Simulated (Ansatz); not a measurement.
# B9As8 wurtzite off rod (B₉As₈H₂₄−): reading failed and doubtful runs

Aim: try 2 inputs for B9As8 wurtzite off rod (B₉As₈H₂₄−) as typed, read how each ends, and find what has to change.

Method: the settings change from run to run; program: Ansatz 0.2.0, Gaussian basis.

**1. The relaxed structure**

The geometry comes from an earlier relaxation with r2SCAN-D4/def2-SVP; it is a stationary point, not always the lowest conformer.

41 atoms, charge -1, spin multiplicity 1.

Atoms are counted from 1 here; the program's logs count them from 0.

Bond lengths: B1–As2 2.055 Å, B1–As3 2.089 Å, B1–As10 2.056 Å, B1–H18 1.214 Å, As2–B7 2.053 Å, As2–H19 1.508 Å, As2–H20 1.516 Å, As3–B4 2.071 Å, As3–B11 2.071 Å, As3–H21 1.509 Å, B4–As6 2.084 Å, B4–As8 2.073 Å, B4–H22 1.218 Å, B5–As6 2.067 Å, B5–As12 2.067 Å, B5–H23 1.222 Å, B5–H24 1.220 Å, As6–B9 2.068 Å and more. Angles: As2–B1–As3 107.5°, As2–B1–As10 108.9°, As2–B1–H18 110.3°, As3–B1–As10 107.5°, As3–B1–H18 112.2°, As10–B1–H18 110.3°, B1–As2–B7 120.0°, B1–As2–H19 105.1°, B1–As2–H20 108.2°, B7–As2–H19 111.6°, B7–As2–H20 111.2°, H19–As2–H20 98.3°, B1–As3–B4 111.8°, B1–As3–B11 111.8°, B1–As3–H21 103.7°, B4–As3–B11 112.1°, B4–As3–H21 108.5°, B11–As3–H21 108.5° and more.

**2. Input 1**

The input, in.yaml:

```yaml
crystal:
  periodic: [false, false, false]
  atoms:
    - {symbol: B, position_ang: [-0.019503, -2.012878, -2.564799]}
    - {symbol: As, position_ang: [-1.629940, -0.661287, -3.174496]}
    - {symbol: As, position_ang: [0.126739, -1.745111, -0.416853]}
    - {symbol: B, position_ang: [-1.556696, -0.684565, 0.196902]}
    - {symbol: B, position_ang: [-0.094011, -1.883058, 3.113527]}
    - {symbol: As, position_ang: [-1.667896, -0.837130, 2.266841]}
    - {symbol: B, position_ang: [-1.976277, 0.956919, -2.580620]}
    - {symbol: As, position_ang: [-1.713121, 1.059931, -0.571538]}
    - {symbol: B, position_ang: [-1.835098, 1.095149, 2.906356]}
    - {symbol: As, position_ang: [1.690246, -0.784150, -3.260670]}
    - {symbol: B, position_ang: [1.615009, -0.914645, 0.455931]}
    - {symbol: As, position_ang: [1.586573, -0.800913, 2.444622]}
    - {symbol: B, position_ang: [1.917792, 1.065989, -2.415998]}
    - {symbol: As, position_ang: [1.577069, 0.982206, -0.594329]}
    - {symbol: B, position_ang: [-0.012548, 2.317515, 0.265419]}
    - {symbol: B, position_ang: [1.800718, 1.100641, 3.004276]}
    - {symbol: As, position_ang: [-0.098163, 2.043381, 2.178277]}
    - {symbol: H, position_ang: [0.024238, -2.805633, -3.020949]}
    - {symbol: H, position_ang: [-2.899360, -1.835582, -2.778799]}
    - {symbol: H, position_ang: [-1.710626, -0.989961, -4.655343]}
    - {symbol: H, position_ang: [-0.051706, -2.971770, -0.077931]}
    - {symbol: H, position_ang: [-2.800895, -1.470665, -0.109559]}
    - {symbol: H, position_ang: [0.260721, -3.091236, 2.478320]}
    - {symbol: H, position_ang: [0.047786, -1.756563, 4.306286]}
    - {symbol: H, position_ang: [-2.939658, -1.259530, 2.623820]}
    - {symbol: H, position_ang: [-3.341383, 1.074592, -2.588449]}
    - {symbol: H, position_ang: [-1.228841, 1.741040, -3.263488]}
    - {symbol: H, position_ang: [-2.813729, 1.699403, 0.247904]}
    - {symbol: H, position_ang: [-2.786010, 1.785746, 2.695344]}
    - {symbol: H, position_ang: [-1.532125, 1.201782, 4.498462]}
    - {symbol: H, position_ang: [1.700743, -0.934804, -4.765871]}
    - {symbol: H, position_ang: [2.894455, -1.735021, -2.899209]}
    - {symbol: H, position_ang: [2.693767, -1.451305, -0.195095]}
    - {symbol: H, position_ang: [2.847670, -1.708271, 2.785239]}
    - {symbol: H, position_ang: [1.167556, 1.657014, -3.029475]}
    - {symbol: H, position_ang: [3.175946, 1.359824, -2.551887]}
    - {symbol: H, position_ang: [2.787810, 1.872400, 0.290351]}
    - {symbol: H, position_ang: [0.088873, 2.996872, -0.282312]}
    - {symbol: H, position_ang: [1.690089, 0.957480, 4.324381]}
    - {symbol: H, position_ang: [2.562947, 1.605789, 2.758336]}
    - {symbol: H, position_ang: [0.002874, 3.524902, 2.655236]}
basis:
  gaussian: {orbitals: def2-mTZVP, fitting: {mean_field: def2-universal-jkfit}}
total_charge: -1
hamiltonian: {xc: {name: r2SCANh}, pseudopotentials: {relativity: none}}
relax: {f_tol: 0.001, max_steps: 1}
output: {forces: true}
```

Started as:

```
ansatz run in.yaml --threads 2 --pin off --events-out ev --progress --plain --max-ram 22528MiB --backend cuda --devices 0, --max-vram 18GiB
```

What it wrote:

```text
Functional definition: r2SCANh
  name "r2SCANh"
  cite "Bursch, Neugebauer, Ehlert & Grimme, J. Chem. Phys. 156, 134105 (2022) doi:10.1063/5.0086040"
  cite "Furness, Kaplan, Ning, Perdew & Sun, J. Phys. Chem. Lett. 11, 8208 (2020) doi:10.1021/acs.jpclett.0c02405"
  cite "Furness, Kaplan, Ning, Perdew & Sun, J. Phys. Chem. Lett. 11, 9248 (2020) doi:10.1021/acs.jpclett.0c03077"
  parent r2scan
  parameter a = 0.1
  parameter k0 = 0.174
  parameter k1 = 0.065
  parameter a1 = 4.9479
  exchange = (1 - a)*r2scan_x(k0 = k0, k1 = k1, a1 = a1) + a*exact_x
  correlation = r2scan_c
3235 factors; integrals over basis functions are off by at most 7.4e-1 eV
mean field evaluation 1: about -493179.3366 eV, gradient 8.3e1 eV
mean field evaluation 2: about -493175.8523 eV, gradient 9.2e1 eV
mean field evaluation 4: about -493196.2562 eV, gradient 7.7e0 eV
mean field evaluation 8: about -493196.4461 eV, gradient 7.2e-1 eV
mean field evaluation 16: about -493196.4474 eV, gradient 4.9e-4 eV
mean field -493196.44737391 eV, -18124.6351404323 hartree, gradient 1.6e-5 eV, S^2 0.000000; 0 other end points of the search recorded, 0 dependent functions left out
the calculation of the forces begins
reference -493196.44739959 eV, -18124.6351413760 hartree; 167, 167 occupied and 364, 364 virtual orbitals, 3235 factors
relax step   1: F+E_penalty+E_count = -493196.44737391 eV  Δ(F+E_penalty+E_count) = +0.000e0 eV  max|allowed force component| = 1.618e1 eV/Å  Δτ_max = 0.0000 Å  (32 SCF iters, accepted)
Error: geometry relaxation did not converge after 1 steps: max|allowed force component| = 1.62e1 eV/Å (threshold 1.0e-3). Raise `relax.max_steps` over both its present limit and 1, loosen `relax.f_tol`, or start from a geometry closer to equilibrium. Where this run's directory can be resumed (`checkpoint.write`), a resume goes on for up to `relax.max_steps` more
```

It took 13 s on 1 × H100 (card shared with other runs) with 2 threads of AMD EPYC 7R13, shared host; peak host memory 2.1 GiB.

What is wrong: It stopped unconverged. The relaxation is allowed too few steps for its threshold. The start was also shaken off the relaxed geometry, so there is far to go. Cure: raise relax.max_steps.

**3. Input 2**

The input, in.yaml:

```yaml
crystal:
  periodic: [false, false, false]
  atoms:
    - {symbol: B, position_ang: [-0.005218, -3.414335, -4.852087]}
    - {symbol: As, position_ang: [-3.166393, -1.511934, -6.066348]}
    - {symbol: As, position_ang: [-0.002017, -3.310676, -0.904994]}
    - {symbol: B, position_ang: [-3.245709, -1.638577, 0.508604]}
    - {symbol: B, position_ang: [0.000398, -3.576784, 5.782510]}
    - {symbol: As, position_ang: [-3.057111, -1.548828, 4.440472]}
    - {symbol: B, position_ang: [-3.879128, 2.081332, -4.790158]}
    - {symbol: As, position_ang: [-3.156476, 2.001771, -0.933276]}
    - {symbol: B, position_ang: [-3.226836, 2.114956, 5.786890]}
    - {symbol: As, position_ang: [3.152621, -1.510146, -6.073210]}
    - {symbol: B, position_ang: [3.245307, -1.642953, 0.505305]}
    - {symbol: As, position_ang: [3.059649, -1.553369, 4.437450]}
    - {symbol: B, position_ang: [3.879924, 2.078933, -4.792473]}
    - {symbol: As, position_ang: [3.159833, 1.997877, -0.935424]}
    - {symbol: B, position_ang: [0.003394, 3.906640, 0.358113]}
    - {symbol: B, position_ang: [3.235163, 2.109954, 5.784382]}
    - {symbol: As, position_ang: [0.004833, 3.752112, 4.313497]}
    - {symbol: H, position_ang: [-0.004637, -5.560699, -5.664061]}
    - {symbol: H, position_ang: [-5.343551, -3.270659, -5.525161]}
    - {symbol: H, position_ang: [-3.237903, -1.630245, -8.926951]}
    - {symbol: H, position_ang: [-0.003361, -6.062681, -0.156157]}
    - {symbol: H, position_ang: [-5.102614, -2.761408, -0.259995]}
    - {symbol: H, position_ang: [-0.001780, -5.706528, 4.891657]}
    - {symbol: H, position_ang: [0.001874, -3.488860, 8.086401]}
    - {symbol: H, position_ang: [-5.435022, -2.913534, 5.271453]}
    - {symbol: H, position_ang: [-6.105713, 2.520180, -5.169050]}
    - {symbol: H, position_ang: [-2.415598, 3.466964, -5.891066]}
    - {symbol: H, position_ang: [-5.391796, 3.325173, 0.241134]}
    - {symbol: H, position_ang: [-5.118758, 3.171281, 4.997334]}
    - {symbol: H, position_ang: [-3.022391, 2.066683, 8.083923]}
    - {symbol: H, position_ang: [3.212792, -1.621992, -8.934296]}
    - {symbol: H, position_ang: [5.329751, -3.272735, -5.544741]}
    - {symbol: H, position_ang: [5.099973, -2.768217, -0.265210]}
    - {symbol: H, position_ang: [5.436129, -2.921490, 5.266867]}
    - {symbol: H, position_ang: [2.422642, 3.473385, -5.890289]}
    - {symbol: H, position_ang: [6.108477, 2.507298, -5.172030]}
    - {symbol: H, position_ang: [5.397342, 3.318159, 0.238333]}
    - {symbol: H, position_ang: [0.004571, 6.064525, -0.429555]}
    - {symbol: H, position_ang: [3.031864, 2.061279, 8.081508]}
    - {symbol: H, position_ang: [5.128162, 3.163841, 4.994178]}
    - {symbol: H, position_ang: [0.007258, 6.504292, 5.106562]}
basis:
  gaussian: {orbitals: STO-3G, fitting: {mean_field: def2-universal-jkfit}}
total_charge: -1
hamiltonian: {xc: {name: PBEsol}, dispersion: d3bjatm}
scf: {omitted_lower_state_checks: [starts]}
```

Launched as before.

What it wrote:

```text
Functional definition: PBEsol
  name "PBEsol"
  cite "Perdew et al., Phys. Rev. Lett. 100, 136406 (2008) doi:10.1103/PhysRevLett.100.136406"
  cite "Perdew, Burke & Ernzerhof, Phys. Rev. Lett. 77, 3865 (1996) doi:10.1103/PhysRevLett.77.3865"
  parent pbesol
  exchange = pbesol_x
  correlation = pbesol_c
these checks for a lower state are left out or cut short: starts
3235 factors; integrals over basis functions are off by at most 1.7e-2 eV
mean field evaluation 1: about -486762.9342 eV, gradient 1.3e2 eV
mean field evaluation 2: about -485590.0034 eV, gradient 1.2e2 eV
mean field evaluation 4: about -481402.3868 eV, gradient 3.8e2 eV
mean field evaluation 8: about -486963.9360 eV, gradient 1.4e1 eV
mean field evaluation 16: about -486966.4889 eV, gradient 3.9e-3 eV
mean field -486966.48886336 eV, -17895.6883879871 hartree, gradient 2.5e-6 eV, S^2 0.000000; 0 other end points of the search recorded, 0 dependent functions left out
reference -486966.48898758 eV, -17895.6883925523 hartree; 167, 167 occupied and 46, 46 virtual orbitals, 3235 factors
Total energy: -486967.20000718 eV, -17895.7145220406 hartree
Checks for a lower state left out: starts
```

Wall time 21 s (1 × H100 (card shared with other runs) with 2 threads of AMD EPYC 7R13, shared host); peak host memory 0.93 GiB.

Diagnosis: It ended without an error, which proves nothing about the input. The coordinates are in bohr but typed as ångström. The shortest distance is 2.29 Å (B1–H18), against 1.21 Å in the relaxed molecule. Its energy is no property of the relaxed molecule. Fix: take the coordinates from the file in ångström.

**4. How the tries ended**

| input | level | ended | cause | time |
| --- | --- | --- | --- | --- |
| 1 | r2SCANh/def2-mTZVP | not converged | the relaxation is allowed too few steps for its threshold | 13 s |
| 2 | PBEsol/STO-3G | converged | the coordinates are in bohr but typed as ångström | 21 s |

**Reading.** 1 not converged, 1 converged. The dangerous case is the input that converges on a wrong geometry, charge, spin, basis or grid: often only a look at the input shows it.
